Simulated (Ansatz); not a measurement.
# BCCD(T)/STO-3G run of SnClF (SMILES [F][Sn][Cl])

Aim: the energy change on altering one bond length of SnClF at BCCD(T)/STO-3G, from 2 runs. 

Program for the calculation: Ansatz 0.2.0.

59 further runs of the same task are left out: 12 that didn't finish, 47 set aside as unsound or not needed.

## 1. The system as given

SnClF has 3 atoms, charge 0, and is taken as a singlet. As SMILES, `[F][Sn][Cl]`. The coordinates come from a PBE0-D4/def2-TZVP relaxation.

Bond lengths: F1–Sn2 1.935 Å, Sn2–Cl3 2.360 Å. Angles: F1–Sn2–Cl3 96.9°.

## 2. The energy at BCCD(T)/STO-3G

molecule.yaml reads:

```yaml
crystal:
  periodic: [false, false, false]
  atoms:
    - {symbol: F, position_ang: [-1.389600, 0.223100, -0.744400]}
    - {symbol: Sn, position_ang: [0.164300, 0.898100, 0.190700]}
    - {symbol: Cl, position_ang: [1.214300, -1.186000, 0.540500]}
basis:
  gaussian: {orbitals: STO-3G}
accuracy: high
scf: {omitted_lower_state_checks: [cluster_reference, increment]}
correlation: {method: bccd_t, frozen_orbitals: {Cl: 5, F: 1, Sn: 18}}
```

The run is started by

```
$ ansatz run molecule.yaml --threads 1 --pin off --max-ram 2610MiB --events-out events.jsonl --progress --plain --runs-dir runs
```

Log, cut to the lines that bear on the results:

```text
Warning: RAYON_NUM_THREADS=1 ignored (pool sized by the plan → 1); use --threads N
Functional definition: HF
  name "HF"
[...]
752 factors; integrals over basis functions are off by at most 5.4e-9 eV
[...]
mean field -177308.66428284 eV, -6515.9732282651 hartree, gradient 3.3e-8 eV, S^2 0.000000; 0 other end points of the search recorded, 0 dependent functions left out
24 core orbitals not correlated: weight in the atoms' cores, before any rotation towards them, 1.000 or more for the frozen orbitals, at most 0.000 for the correlated occupied ones
reference -177308.66428284 eV, -6515.9732282651 hartree; 14, 14 occupied and 3, 3 virtual orbitals, 752 factors
second order -1.42563800 eV of doubles, -0.00000000 eV of singles
cycle   1  -1.45523115 eV  change   -3.0e-2 eV  update   1.2e-1
[...]
cycle  23  -1.69890383 eV  change    1.4e-9 eV  update   2.7e-9
perturbative correction -0.27157593 eV, -0.0099802314 hartree
Total energy: -177310.63476260 eV, -6516.0456420605 hartree
Checks for a lower state left out: cluster_reference, increment
```

It took 1.2 s on 1 thread of Arm Neoverse V1, shared host; peak memory 0.1 GiB.

## 3. The distorted shape, same level

input.yaml reads:

```yaml
basis:
  gaussian:
    orbitals: STO-3G
crystal:
  periodic: [false, false, false]
  atoms:
    - {symbol: F, position_ang: [-1.778087, 0.054345, -0.978182]}
    - {symbol: Sn, position_ang: [0.164300, 0.898100, 0.190700]}
    - {symbol: Cl, position_ang: [1.214300, -1.186000, 0.540500]}
correlation:
  method: bccd_t
  frozen_orbitals: {Cl: 5, F: 1, Sn: 18}
accuracy: high
scf:
  omitted_lower_state_checks: [cluster_reference, increment]
```

The run is started by

```
$ ansatz run input.yaml --threads 1 --pin off --max-ram 2610MiB --events-out events.jsonl --progress --plain --runs-dir runs
```

Log, cut to the lines that bear on the results:

```text
Warning: RAYON_NUM_THREADS=1 ignored (pool sized by the plan → 1); use --threads N
[... 2 set-up lines as earlier in the session ...]
[...]
739 factors; integrals over basis functions are off by at most 3.5e-8 eV
[...]
mean field -177306.20162806 eV, -6515.8827273714 hartree, gradient 1.9e-8 eV, S^2 0.000000; 1 other end points of the search recorded, 0 dependent functions left out; unrestricted orbitals would lower it
24 core orbitals not correlated: weight in the atoms' cores, before any rotation towards them, 1.000 or more for the frozen orbitals, at most 0.000 for the correlated occupied ones
reference -177306.20162806 eV, -6515.8827273714 hartree; 14, 14 occupied and 3, 3 virtual orbitals, 739 factors
second order -1.74247438 eV of doubles, -0.00000000 eV of singles
cycle   1  -2.09232110 eV  change   -3.5e-1 eV  update   1.3e-1
[...]
cycle  30  -2.50033975 eV  change  -1.8e-10 eV  update   2.1e-9
perturbative correction -0.15465149 eV, -0.0056833376 hartree
Total energy: -177308.85661930 eV, -6515.9802964998 hartree
Checks for a lower state left out: cluster_reference, increment
```

Run time: 1.2 s. Hardware: 1 thread of Arm Neoverse V1, shared host; peak memory 0.1 GiB.

## 4. What came out

At BCCD(T)/STO-3G, 24 core orbitals frozen:

| quantity | value |
| --- | --- |
| first shape: total energy | -6516.04564 Eh |
| first shape: correlation energy (24 core orbitals frozen) | -72.4 mEh |
| first shape: (T) correction | -9.98 mEh |
| distorted shape: total energy | -6515.98030 Eh |
| distorted shape: correlation energy (24 core orbitals frozen) | -97.6 mEh |
| distorted shape: (T) correction | -5.68 mEh |
| energy change with the F1–Sn2 bond stretched from 1.935 to 2.419 Å | 1.778 eV |

In words: With the F1–Sn2 bond stretched from 1.935 to 2.419 Å the energy rises by 1.78 eV (172 kJ/mol). The first shape isn't relaxed at this level, so the change isn't measured from a minimum. The minimal basis adds a large error of its own. The triples (first shape) make up 13.8 % of the correlation energy. Relativity is left out (first shape) although the molecule holds a heavy atom. The restricted solution (distorted shape) is unstable to spin breaking: an unrestricted one lies lower. The triples (distorted shape) make up 5.8 % of the correlation energy. Relativity is left out (distorted shape) although the molecule holds a heavy atom.
